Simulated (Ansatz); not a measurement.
Crystal: Cd3Se.

```xyz
4
Lattice="-2.0410 2.0410 6.0871 2.0410 -2.0410 6.0871 2.0410 2.0410 -6.0871" Properties=species:S:1:pos:R:3 pbc="T T T"
Cd    0.0000    0.0000    6.0871
Cd    2.0410    0.0000    3.0435
Cd    0.0000    2.0410    3.0435
Se    0.0000    0.0000    0.0000
```

The cell comes from a database or a generator and needn't be the stable form of this composition.

```yaml
Program: Ansatz 0.2.0
Task: single point
Functional: PBE
Potentials_or_basis: Ansatz PAW
Cutoff: "420 eV (not typed: the program's choice for these potentials)"
k_mesh: 9 × 9 × 9
Occupations: fermi-dirac, width 0.05 eV
Spin: no spin polarisation
```

On this cell: pressure -0.5 GPa; largest force under 0.003 eV/Å; band gap on the k mesh none (metal or under the smearing width).

The same run follows on a disturbed copy (atoms moved at random, drawn with an rms of 0.05 Å):

```xyz
4
Lattice="-2.0410 2.0410 6.0871 2.0410 -2.0410 6.0871 2.0410 2.0410 -6.0871" Properties=species:S:1:pos:R:3 pbc="T T T"
Cd    0.0705    0.0134    6.0730
Cd    2.0410    0.0093    3.0861
Cd   -0.0166    2.0243    3.0658
Se    0.0394    0.0466    0.0112
```

Problem. What changes?

Solution. The energy (extrapolated to zero smearing) moves by +0.7 meV/atom; pressure -0.5 GPa; largest force 0.120 eV/Å; band gap on the k mesh none (metal or under the smearing width).

Forces on the atoms (eV/Å):
```
Cd  -0.051  0.046  0.013
Cd  -0.064 -0.101 -0.014
Cd   0.050  0.080 -0.028
Se   0.065 -0.025  0.029
```

Stress tensor (GPa, compression positive):
```
-0.89 -0.02  0.00
-0.02 -0.93  0.00
 0.00  0.00  0.41
```
